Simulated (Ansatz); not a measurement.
# C2H7NSeSi: rotation by 120° about the N4–Si5 bond

Wanted: the energy profile along the rotation by 120° about the N4–Si5 bond, from relaxed end points and a band of images. SMILES of the start: CC([SeH])=N[SiH3].

Program: Ansatz 0.2.0. Level of theory: RHF/def2-SVP. These are calculated values, not measurements.

1 further run of the same task is left out (it didn't finish).

### Step 1. The structure to begin with

Bond lengths: C1–C2 1.439 Å, C2–Se3 1.907 Å, C2–N4 1.357 Å, N4–Si5 1.788 Å, C1–H6 1.133 Å, C1–H7 1.104 Å, C1–H8 1.172 Å, Se3–H9 1.584 Å, Si5–H10 1.481 Å, Si5–H11 1.452 Å, Si5–H12 1.473 Å. Angles (14 of 17 angles, heavy atoms first): C1–C2–Se3 118.0°, C1–C2–N4 124.1°, Se3–C2–N4 117.9°, C2–N4–Si5 122.3°, C2–C1–H6 113.7°, C2–C1–H7 113.0°, C2–C1–H8 110.5°, C2–Se3–H9 91.8°, N4–Si5–H10 107.8°, N4–Si5–H11 110.6°, N4–Si5–H12 106.3°, H6–C1–H7 107.6°, H6–C1–H8 104.7°, H7–C1–H8 106.8°.

Coordinates:

```xyz
12

C    -1.2901    0.1064    0.3495
C    -0.0644   -0.5018    0.7966
Se   -0.0423   -1.3038    2.5267
N     1.0818   -0.5290    0.0702
Si    1.1795    0.1388   -1.5853
H    -2.1188    0.0815    1.1211
H    -1.6831   -0.3465   -0.5773
H    -1.1258    1.2456    0.1271
H     0.4488    0.0429    3.2006
H     0.9326    1.5963   -1.5009
H     0.1990   -0.4925   -2.4501
H     2.5596   -0.0930   -2.0441
```

### Step 2. End point A

input.yaml

```yaml
crystal:
  periodic: [false, false, false]
  atoms:
    - { symbol: C, position_ang: [-1.2901, 0.1064, 0.3495] }
    - { symbol: C, position_ang: [-0.0644, -0.5018, 0.7966] }
    - { symbol: Se, position_ang: [-0.0423, -1.3038, 2.5267] }
    - { symbol: "N", position_ang: [1.0818, -0.529, 0.0702] }
    - { symbol: Si, position_ang: [1.1795, 0.1388, -1.5853] }
    - { symbol: H, position_ang: [-2.1188, 0.0815, 1.1211] }
    - { symbol: H, position_ang: [-1.6831, -0.3465, -0.5773] }
    - { symbol: H, position_ang: [-1.1258, 1.2456, 0.1271] }
    - { symbol: H, position_ang: [0.4488, 0.0429, 3.2006] }
    - { symbol: H, position_ang: [0.9326, 1.5963, -1.5009] }
    - { symbol: H, position_ang: [0.199, -0.4925, -2.4501] }
    - { symbol: H, position_ang: [2.5596, -0.093, -2.0441] }
basis:
  gaussian: { orbitals: def2-SVP }
hamiltonian:
  xc: hf
relax:
  f_tol: 0.015
  max_steps: 40
```

Started as:

```
$ ansatz run input.yaml --threads 2 --pin off --max-ram 3072MiB --backend cpu --events-out ev --progress --plain --runs-dir out
```

What it wrote, cut to the lines that bear on the results:

```text
Warning: RAYON_NUM_THREADS=2 ignored (pool sized by the plan → 2); use --threads N
[...]
Functional definition: HF
[...]
1377 factors; integrals over basis functions are off by at most 6.0e-4 eV
[...]
mean field -76804.00228676 eV, -2822.4950244159 hartree, gradient 1.7e-5 eV, S^2 0.000000; 0 other end points of the search recorded, 0 dependent functions left out
[...]
reference -76804.00228676 eV, -2822.4950244159 hartree; 37, 37 occupied and 90, 90 virtual orbitals, 1377 factors
relax step   1: F+E_penalty+E_count = -76804.00228676 eV  Δ(F+E_penalty+E_count) = +0.000e0 eV  max|allowed force component| = 7.405e0 eV/Å  Δτ_max = 0.0000 Å  (40 SCF iters, accepted)
[...]
relax step   5: F+E_penalty+E_count = -76804.93407649 eV  Δ(F+E_penalty+E_count) = -1.773e-2 eV  max|allowed force component| = 2.652e-1 eV/Å  Δτ_max = 0.1267 Å  (38 SCF iters, accepted)
[...]
relax step   9: F+E_penalty+E_count = -76805.11153171 eV  Δ(F+E_penalty+E_count) = -4.757e-2 eV  max|allowed force component| = 2.568e-1 eV/Å  Δτ_max = 0.2000 Å  (36 SCF iters, accepted)
[...]
relax step  13: F+E_penalty+E_count = -76805.21579147 eV  Δ(F+E_penalty+E_count) = -1.607e-2 eV  max|allowed force component| = 5.657e-1 eV/Å  Δτ_max = 0.1997 Å  (35 SCF iters, accepted)
[...]
relax step  15: F+E_penalty+E_count = -76805.22110818 eV  Δ(F+E_penalty+E_count) = +1.153e-2 eV  max|allowed force component| = 6.116e-1 eV/Å  Δτ_max = 0.1919 Å  (36 SCF iters, rejected (line search))
[...]
relax step  16: F+E_penalty+E_count = -76805.24193936 eV  Δ(F+E_penalty+E_count) = -9.304e-3 eV  max|allowed force component| = 1.370e-1 eV/Å  Δτ_max = 0.0959 Å  (37 SCF iters, accepted)
[...]
1377 factors; integrals over basis functions are off by at most 6.6e-4 eV
mean field -76805.24801827 eV, -2822.5408042046 hartree, gradient 2.8e-5 eV, S^2 0.000000; 0 other end points of the search recorded, 0 dependent functions left out
```

### Step 3. The log goes on: end point A relaxed

Output, continued, cut to the lines that bear on the results:

```text
[...]
reference -76805.24801827 eV, -2822.5408042046 hartree; 37, 37 occupied and 90, 90 virtual orbitals, 1377 factors
relax step  17: F+E_penalty+E_count = -76805.24801827 eV  Δ(F+E_penalty+E_count) = -6.079e-3 eV  max|allowed force component| = 1.577e-1 eV/Å  Δτ_max = 0.0954 Å  (36 SCF iters, accepted)
[...]
relax step  20: F+E_penalty+E_count = -76805.26206448 eV  Δ(F+E_penalty+E_count) = +6.563e-6 eV  max|allowed force component| = 3.430e-1 eV/Å  Δτ_max = 0.0625 Å  (37 SCF iters, rejected (line search))
[...]
relax step  23: F+E_penalty+E_count = -76805.26860851 eV  Δ(F+E_penalty+E_count) = -7.248e-4 eV  max|allowed force component| = 2.489e-1 eV/Å  Δτ_max = 0.1479 Å  (37 SCF iters, accepted)
[...]
relax step  26: F+E_penalty+E_count = -76805.27941678 eV  Δ(F+E_penalty+E_count) = -3.690e-3 eV  max|allowed force component| = 7.389e-2 eV/Å  Δτ_max = 0.0588 Å  (37 SCF iters, accepted)
[...]
Atom 2 at     0.254206    -1.528978     2.258030 Å, force     0.000006    -0.001533     0.000436 eV/Å
Atom 3 at     0.879928    -0.560792    -0.205514 Å, force    -0.010005     0.001856     0.013941 eV/Å
Atom 4 at     1.250085     0.075710    -1.772898 Å, force     0.000852    -0.000858    -0.002189 eV/Å
Atom 5 at    -1.110455     1.180535     1.542502 Å, force     0.001224    -0.000755    -0.000361 eV/Å
Atom 6 at    -2.085097    -0.075241     0.781145 Å, force     0.000813    -0.000516     0.001202 eV/Å
Atom 7 at    -1.203889     1.089012    -0.227251 Å, force    -0.001450     0.002829    -0.004066 eV/Å
Atom 8 at    -0.909997    -1.059759     2.996006 Å, force     0.001084     0.000170    -0.001132 eV/Å
Atom 9 at     0.312463     1.129039    -2.246430 Å, force    -0.000773     0.000437    -0.000692 eV/Å
Atom 10 at     1.217990    -1.041303    -2.739830 Å, force     0.001477    -0.000091    -0.001687 eV/Å
Atom 11 at     2.608808     0.654007    -1.723553 Å, force     0.000767     0.001331    -0.000943 eV/Å
Dipole moment:    -0.481481     0.334323     0.068564 e Å
```

Wall time 81 s (2 threads of Arm Neoverse V1, shared host); peak memory 0.32 GiB.

The steps of the relaxation:

| step | energy from step 1 (eV) | largest force component (eV/Å) |
| --- | --- | --- |
| 1 | 0.0000 | 7.4054 |
| 2 | -0.8027 | 2.4140 |
| 3 | -0.8925 | 0.7618 |
| 4 | -0.9141 | 0.3785 |
| 5 | -0.9318 | 0.2652 |
| 6 | -0.9525 | 0.7366 |
| 7 | -0.9873 | 1.0135 |
| 8 | -1.0617 | 0.3290 |
| 9 | -1.1092 | 0.2568 |
| 10 | -1.1393 | 0.6998 |
| 11 | -1.1860 | 0.1670 |
| 12 | -1.1974 | 0.4706 |
| 13 | -1.2135 | 0.5657 |
| 14 | -1.2303 | 0.2448 |
| 15x | -1.2188 | 0.6116 |
| 16 | -1.2397 | 0.1370 |
| 17 | -1.2457 | 0.1577 |
| 18 | -1.2462 | 0.3440 |
| 19 | -1.2598 | 0.1018 |
| 20x | -1.2598 | 0.3430 |
| 21 | -1.2615 | 0.0251 |
| 22 | -1.2656 | 0.0833 |
| 23 | -1.2663 | 0.2489 |
| 24 | -1.2708 | 0.0959 |
| 25 | -1.2734 | 0.2456 |
| 26 | -1.2771 | 0.0739 |
| 27 | -1.2773 | 0.0762 |
| 28 | -1.2778 | 0.0404 |
| 29 | -1.2781 | 0.0139 |

Step 1 is the start. 2 steps were tried and not accepted (marked x).

After: Bond lengths: C1–C2 1.510 Å, C2–Se3 1.939 Å, C2–N4 1.238 Å, N4–Si5 1.732 Å, C1–H6 1.090 Å, C1–H7 1.091 Å, C1–H8 1.088 Å, Se3–H9 1.456 Å, Si5–H10 1.488 Å, Si5–H11 1.478 Å, Si5–H12 1.477 Å. Angles (14 of 17 angles, heavy atoms first): C1–C2–Se3 116.0°, C1–C2–N4 128.0°, Se3–C2–N4 116.0°, C2–N4–Si5 139.0°, C2–C1–H6 110.1°, C2–C1–H7 110.0°, C2–C1–H8 110.7°, C2–Se3–H9 97.7°, N4–Si5–H10 114.4°, N4–Si5–H11 108.0°, N4–Si5–H12 108.1°, H6–C1–H7 107.8°, H6–C1–H8 109.1°, H7–C1–H8 109.1°.

### Step 4. End point B

The second end starts from a geometry with the move made by hand.

input.yaml: that of step 2 with these lines changed.

```diff
@@ -12,5 +12,5 @@
     - { symbol: H, position_ang: [0.4488, 0.0429, 3.2006] }
-    - { symbol: H, position_ang: [0.9326, 1.5963, -1.5009] }
-    - { symbol: H, position_ang: [0.199, -0.4925, -2.4501] }
-    - { symbol: H, position_ang: [2.5596, -0.093, -2.0441] }
+    - { symbol: H, position_ang: [2.5362, -0.14225, -2.10756] }
+    - { symbol: H, position_ang: [0.92565, 1.56823, -1.57595] }
+    - { symbol: H, position_ang: [0.18905, -0.59856, -2.38793] }
 basis:
```

Started as:

```
$ ansatz run input.yaml --threads 2 --pin off --max-ram 3072MiB --backend cpu --events-out ev --progress --plain --runs-dir out
```

What it wrote, cut to the lines that bear on the results:

```text
Warning: RAYON_NUM_THREADS=2 ignored (pool sized by the plan → 2); use --threads N
[...]
[... 1 set-up line as earlier in the session ...]
[...]
1378 factors; integrals over basis functions are off by at most 6.2e-4 eV
[...]
mean field -76803.99519571 eV, -2822.4947638244 hartree, gradient 1.8e-5 eV, S^2 0.000000; 0 other end points of the search recorded, 0 dependent functions left out
[...]
reference -76803.99519571 eV, -2822.4947638244 hartree; 37, 37 occupied and 90, 90 virtual orbitals, 1378 factors
relax step   1: F+E_penalty+E_count = -76803.99519571 eV  Δ(F+E_penalty+E_count) = +0.000e0 eV  max|allowed force component| = 7.431e0 eV/Å  Δτ_max = 0.0000 Å  (40 SCF iters, accepted)
[...]
relax step   7: F+E_penalty+E_count = -76805.00661362 eV  Δ(F+E_penalty+E_count) = -6.424e-2 eV  max|allowed force component| = 5.720e-1 eV/Å  Δτ_max = 0.2000 Å  (36 SCF iters, accepted)
[...]
relax step  13: F+E_penalty+E_count = -76805.21338882 eV  Δ(F+E_penalty+E_count) = -2.937e-3 eV  max|allowed force component| = 5.818e-1 eV/Å  Δτ_max = 0.2000 Å  (35 SCF iters, accepted)
[...]
relax step  19: F+E_penalty+E_count = -76805.26267315 eV  Δ(F+E_penalty+E_count) = -9.562e-3 eV  max|allowed force component| = 1.605e-1 eV/Å  Δτ_max = 0.1083 Å  (36 SCF iters, accepted)
[...]
relax step  24: F+E_penalty+E_count = -76805.27460313 eV  Δ(F+E_penalty+E_count) = -3.849e-3 eV  max|allowed force component| = 6.433e-2 eV/Å  Δτ_max = 0.0975 Å  (37 SCF iters, accepted)
relax step  25: F+E_penalty+E_count = -76805.27414848 eV  Δ(F+E_penalty+E_count) = +4.547e-4 eV  max|allowed force component| = 1.976e-1 eV/Å  Δτ_max = 0.1288 Å  (38 SCF iters, rejected (line search))
```

### Step 5. The log goes on: end point B relaxed

The log, continued, cut to the lines that bear on the results:

```text
relax step  26: F+E_penalty+E_count = -76805.27568173 eV  Δ(F+E_penalty+E_count) = -1.079e-3 eV  max|allowed force component| = 1.082e-1 eV/Å  Δτ_max = 0.0643 Å  (37 SCF iters, accepted)
[...]
relax step  28: F+E_penalty+E_count = -76805.27854641 eV  Δ(F+E_penalty+E_count) = -6.572e-4 eV  max|allowed force component| = 1.255e-1 eV/Å  Δτ_max = 0.1058 Å  (36 SCF iters, accepted)
[...]
relax step  30: F+E_penalty+E_count = -76805.27991877 eV  Δ(F+E_penalty+E_count) = -4.128e-4 eV  max|allowed force component| = 6.410e-2 eV/Å  Δτ_max = 0.0291 Å  (37 SCF iters, accepted)
[...]
relax step  32: F+E_penalty+E_count = -76805.28024103 eV  Δ(F+E_penalty+E_count) = -2.062e-4 eV  max|allowed force component| = 3.162e-2 eV/Å  Δτ_max = 0.0111 Å  (30 SCF iters, accepted)
[...]
Atom 2 at     0.271908    -1.503958     2.274825 Å, force    -0.001602    -0.001628     0.000812 eV/Å
Atom 3 at     0.874761    -0.573829    -0.208704 Å, force     0.002270    -0.007972     0.003642 eV/Å
Atom 4 at     1.235979     0.033131    -1.789562 Å, force    -0.000568     0.000859    -0.000200 eV/Å
Atom 5 at    -1.104446     1.193359     1.520406 Å, force     0.001116    -0.000338    -0.000135 eV/Å
Atom 6 at    -2.084382    -0.081645     0.799035 Å, force     0.000657     0.000016    -0.000075 eV/Å
Atom 7 at    -1.218670     1.062187    -0.245857 Å, force     0.000399     0.000168     0.000551 eV/Å
Atom 8 at    -0.889571    -1.028924     3.013266 Å, force    -0.000133     0.000880    -0.000063 eV/Å
Atom 9 at     2.599642     0.601162    -1.761864 Å, force    -0.000795     0.002077    -0.000288 eV/Å
Atom 10 at     0.302768     1.086050    -2.273076 Å, force    -0.000734    -0.002195     0.000232 eV/Å
Atom 11 at     1.187140    -1.100165    -2.736859 Å, force     0.000200     0.001579    -0.001128 eV/Å
Dipole moment:    -0.481728     0.333037     0.066690 e Å
```

It took 94 s on 2 threads of Arm Neoverse V1, shared host; peak memory 0.32 GiB.

Step by step, one in 2:

| step | energy from step 1 (eV) | largest force component (eV/Å) |
| --- | --- | --- |
| 1 | 0.0000 | 7.4307 |
| 3 | -0.9128 | 0.5169 |
| 5 | -0.9372 | 0.2099 |
| 7 | -1.0114 | 0.5720 |
| 9 | -1.1181 | 0.4151 |
| 11 | -1.1944 | 0.1560 |
| 13 | -1.2182 | 0.5818 |
| 15 | -1.2488 | 0.1730 |
| 17 | -1.2527 | 0.1777 |
| 19 | -1.2675 | 0.1605 |
| 21x | -1.2718 | 0.3169 |
| 23 | -1.2756 | 0.0907 |
| 25x | -1.2790 | 0.1976 |
| 27 | -1.2827 | 0.0513 |
| 29 | -1.2843 | 0.0526 |
| 31 | -1.2848 | 0.0608 |
| 33x | -1.2849 | 0.0542 |
| 34 | -1.2851 | 0.0080 |

Step 1 is the start. 5 steps were tried and not accepted (marked x).

After: Bond lengths: C1–C2 1.510 Å, C2–Se3 1.939 Å, C2–N4 1.238 Å, N4–Si5 1.731 Å, C1–H6 1.091 Å, C1–H7 1.091 Å, C1–H8 1.088 Å, Se3–H9 1.456 Å, Si5–H10 1.477 Å, Si5–H11 1.488 Å, Si5–H12 1.478 Å. Angles (14 of 17 angles, heavy atoms first): C1–C2–Se3 116.1°, C1–C2–N4 128.0°, Se3–C2–N4 116.0°, C2–N4–Si5 139.2°, C2–C1–H6 110.1°, C2–C1–H7 110.0°, C2–C1–H8 110.7°, C2–Se3–H9 97.7°, N4–Si5–H10 108.1°, N4–Si5–H11 114.5°, N4–Si5–H12 108.0°, H6–C1–H7 107.8°, H6–C1–H8 109.1°, H7–C1–H8 109.1°.

### Step 6. The band

crystal.atoms is end A as relaxed above, and neb.final_atoms is end B, turned to lie on A. With 7 inner images the band has 9 in all.

input.yaml

```yaml
crystal:
  periodic: [false, false, false]
  atoms:
    - { symbol: C, position_ang: [-1.165513, 0.503847, 0.689127] }
    - { symbol: C, position_ang: [0.02827, -0.421177, 0.682767] }
    - { symbol: Se, position_ang: [0.254206, -1.528978, 2.25803] }
    - { symbol: "N", position_ang: [0.879928, -0.560792, -0.205514] }
    - { symbol: Si, position_ang: [1.250085, 0.07571, -1.772898] }
    - { symbol: H, position_ang: [-1.110455, 1.180535, 1.542502] }
    - { symbol: H, position_ang: [-2.085097, -0.075241, 0.781145] }
    - { symbol: H, position_ang: [-1.203889, 1.089012, -0.227251] }
    - { symbol: H, position_ang: [-0.909997, -1.059759, 2.996006] }
    - { symbol: H, position_ang: [0.312463, 1.129039, -2.24643] }
    - { symbol: H, position_ang: [1.21799, -1.041303, -2.73983] }
    - { symbol: H, position_ang: [2.608808, 0.654007, -1.723553] }
basis:
  gaussian: { orbitals: def2-SVP }
hamiltonian:
  xc: hf
neb:
  order_check: false
  images: 7
  f_tol: 0.05
  max_iterations: 60
  initial_path: idpp
  final_atoms:
    - { symbol: C, position_ang: [-1.33961328, 0.13498454, 0.53058293] }
    - { symbol: C, position_ang: [0.10142657, -0.25885372, 0.75215475] }
    - { symbol: Se, position_ang: [0.54305504, -0.91224287, 2.52352083] }
    - { symbol: "N", position_ang: [1.0361703, -0.21586194, -0.05879962] }
    - { symbol: Si, position_ang: [1.32381892, 0.2325943, -1.70626318] }
    - { symbol: H, position_ang: [-1.62370793, 0.92298351, 1.22887814] }
    - { symbol: H, position_ang: [-1.99189713, -0.72051223, 0.70960523] }
    - { symbol: H, position_ang: [-1.48946422, 0.48994147, -0.48704477] }
    - { symbol: H, position_ang: [-0.78469764, -0.80012076, 3.11045125] }
    - { symbol: H, position_ang: [2.37842361, 1.26727259, -1.72216738] }
    - { symbol: H, position_ang: [0.13195568, 0.7716869, -2.41488732] }
    - { symbol: H, position_ang: [1.79132908, -0.96697178, -2.43192986] }
```

Started as:

```
$ ansatz run input.yaml --threads 2 --pin off --max-ram 3072MiB --backend cpu --events-out ev --progress --plain --runs-dir out
```

What it wrote, cut to the lines that bear on the results:

```text
Warning: RAYON_NUM_THREADS=2 ignored (pool sized by the plan → 2); use --threads N
[...]
[... 1 set-up line as earlier in the session ...]
[...]
1381 factors; integrals over basis functions are off by at most 4.8e-4 eV
[...]
mean field -76805.28038793 eV, -2822.5419937676 hartree, gradient 1.6e-5 eV, S^2 0.000000; 0 other end points of the search recorded, 0 dependent functions left out
[...]
reference -76805.28038793 eV, -2822.5419937676 hartree; 37, 37 occupied and 90, 90 virtual orbitals, 1381 factors
1381 factors; integrals over basis functions are off by at most 5.0e-4 eV
[...]
mean field -76805.28032828 eV, -2822.5419915755 hartree, gradient 1.5e-5 eV, S^2 0.000000; 0 other end points of the search recorded, 0 dependent functions left out
[...]
reference -76805.28032828 eV, -2822.5419915755 hartree; 37, 37 occupied and 90, 90 virtual orbitals, 1381 factors
[...]
Atom 2 at     0.526849    -0.841509     2.579025 Å, force     0.012922    -0.001343     0.003644 eV/Å
Atom 3 at     1.116770    -0.111180     0.024357 Å, force     0.005802    -0.004770     0.019536 eV/Å
Atom 4 at     1.325491     0.378511    -1.631277 Å, force    -0.000415     0.002611    -0.010929 eV/Å
Atom 5 at    -1.733358     0.737992     1.108913 Å, force    -0.000226    -0.000331    -0.000533 eV/Å
Atom 6 at    -1.885170    -0.942412     0.597258 Å, force     0.000283     0.000633    -0.000354 eV/Å
Atom 7 at    -1.435568     0.301697    -0.584239 Å, force    -0.001061     0.000455    -0.001498 eV/Å
Atom 8 at    -0.841678    -0.869155     3.075144 Å, force    -0.004136     0.001270    -0.004080 eV/Å
Atom 9 at     0.833434     1.763983    -1.838475 Å, force    -0.000052    -0.003483     0.001044 eV/Å
Atom 10 at     0.586928    -0.523995    -2.550607 Å, force    -0.000499     0.002784     0.002623 eV/Å
Atom 11 at     2.760322     0.328021    -1.968215 Å, force    -0.000687    -0.000161     0.000488 eV/Å
Dipole moment:    -0.591593     0.070568    -0.057053 e Å
this run last wrote the band of iteration 8 to <dir>
```

It took 2.5 min on 2 threads of Arm Neoverse V1, shared host; peak memory 0.32 GiB.

### Step 7. What the band shows

The 7 inner images lie between the fixed ends 0 and 8. Energy is taken from image 0, and the path length is the program's own coordinate along the band.

| image | path (Å) | energy (eV) | dihedral C2–N4–Si5–H11 (°) | band force (eV/Å) |
| --- | --- | --- | --- | --- |
| 0 | 0.000 | 0.0000 | -119 | - |
| 1 | 0.534 | 0.0056 | -104 | 0.005 |
| 2 | 1.068 | 0.0168 | -89 | 0.013 |
| 3 | 1.602 | 0.0260 | -74 | 0.017 |
| 4* | 2.136 | 0.0289 | -59 | 0.019 |
| 5 | 2.680 | 0.0250 | -44 | 0.011 |
| 6 | 3.225 | 0.0147 | -29 | 0.013 |
| 7 | 3.769 | 0.0038 | -13 | 0.005 |
| 8 | 4.314 | 0.0001 | 2 | - |

The star marks the climbing image.

image, energy (eV) and a bar:
```
        0      0.000 
        1      0.006 ######
        2      0.017 #################
        3      0.026 ###########################
        4      0.029 ##############################
        5      0.025 ##########################
        6      0.015 ###############
        7      0.004 ####
        8      0.000
```

How the highest energy settled:

| iteration | highest image above image 0 (eV) | largest band force (eV/Å) |
| --- | --- | --- |
| 1 | 0.1669 | 1.144 |
| 2 | 0.0443 | 0.342 |
| 3 | 0.0324 | 0.134 |
| 4 | 0.0314 | 0.071 |
| 5 | 0.0303 | 0.148 |
| 6 | 0.0297 | 0.100 |
| 7 | 0.0291 | 0.053 |
| 8 | 0.0289 | 0.019 |

Positions of all images (Å):

```xyz
12
image=0 dE=0.0000
C    -1.166    0.504    0.689
C     0.028   -0.421    0.683
Se    0.254   -1.529    2.258
N     0.880   -0.561   -0.206
Si    1.250    0.076   -1.773
H    -1.110    1.181    1.543
H    -2.085   -0.075    0.781
H    -1.204    1.089   -0.227
H    -0.910   -1.060    2.996
H     0.312    1.129   -2.246
H     1.218   -1.041   -2.740
H     2.609    0.654   -1.724
12
image=1 dE=0.0056
C    -1.233    0.385    0.630
C     0.065   -0.384    0.706
Se    0.368   -1.382    2.341
N     0.956   -0.461   -0.150
Si    1.283    0.150   -1.739
H    -1.300    1.097    1.453
H    -2.075   -0.303    0.715
H    -1.307    0.923   -0.313
H    -0.869   -1.022    3.020
H     0.434    1.307   -2.130
H     1.059   -0.943   -2.710
H     2.695    0.577   -1.790
12
image=2 dE=0.0168
C    -1.277    0.257    0.566
C     0.099   -0.343    0.732
Se    0.449   -1.216    2.427
N     1.028   -0.354   -0.087
Si    1.306    0.225   -1.700
H    -1.469    0.992    1.348
H    -2.032   -0.526    0.650
H    -1.373    0.738   -0.406
H    -0.850   -0.975    3.039
H     0.555    1.470   -2.013
H     0.896   -0.824   -2.661
H     2.747    0.501   -1.861
12
image=3 dE=0.0260
C    -1.301    0.121    0.501
C     0.127   -0.301    0.755
Se    0.499   -1.035    2.510
N     1.088   -0.239   -0.024
Si    1.318    0.300   -1.661
H    -1.609    0.874    1.227
H    -1.966   -0.738    0.608
H    -1.411    0.530   -0.502
H    -0.847   -0.922    3.055
H     0.682    1.620   -1.909
H     0.733   -0.685   -2.602
H     2.764    0.420   -1.925
12
image=4 dE=0.0289
C    -1.317   -0.023    0.448
C     0.140   -0.254    0.774
Se    0.527   -0.842    2.579
N     1.117   -0.111    0.024
Si    1.325    0.379   -1.631
H    -1.733    0.738    1.109
H    -1.885   -0.942    0.597
H    -1.436    0.302   -0.584
H    -0.842   -0.869    3.075
H     0.833    1.764   -1.838
H     0.587   -0.524   -2.551
H     2.760    0.328   -1.968
12
image=5 dE=0.0250
C    -1.329   -0.174    0.414
C     0.135   -0.200    0.785
Se    0.537   -0.637    2.630
N     1.109    0.030    0.055
Si    1.332    0.460   -1.614
H    -1.851    0.571    1.015
H    -1.788   -1.143    0.610
H    -1.456    0.070   -0.640
H    -0.833   -0.816    3.089
H     1.016    1.896   -1.805
H     0.466   -0.336   -2.522
H     2.741    0.223   -1.983
12
image=6 dE=0.0147
C    -1.331   -0.327    0.391
C     0.115   -0.147    0.790
Se    0.522   -0.433    2.664
N     1.070    0.168    0.068
Si    1.334    0.547   -1.605
H    -1.954    0.383    0.937
H    -1.672   -1.332    0.640
H    -1.459   -0.162   -0.677
H    -0.825   -0.763    3.106
H     1.207    2.011   -1.785
H     0.373   -0.124   -2.521
H     2.698    0.123   -1.974
12
image=7 dE=0.0038
C    -1.309   -0.476    0.370
C     0.089   -0.094    0.794
Se    0.472   -0.234    2.690
N     1.020    0.302    0.080
Si    1.324    0.635   -1.594
H    -2.035    0.168    0.869
H    -1.523   -1.506    0.658
H    -1.427   -0.375   -0.707
H    -0.835   -0.710    3.117
H     1.394    2.102   -1.767
H     0.287    0.103   -2.518
H     2.620    0.029   -1.958
12
image=8 dE=0.0001
C    -1.352   -0.336    0.398
C     0.092   -0.121    0.787
Se    0.513   -0.361    2.664
N     1.040    0.189    0.054
Si    1.350    0.534   -1.615
H    -1.994    0.353    0.947
H    -1.659   -1.351    0.650
H    -1.490   -0.176   -0.670
H    -0.826   -0.704    3.123
H     1.941    1.886   -1.701
H     0.145    0.496   -2.486
H     2.317   -0.465   -2.116
```

[end of part 1 of 2]
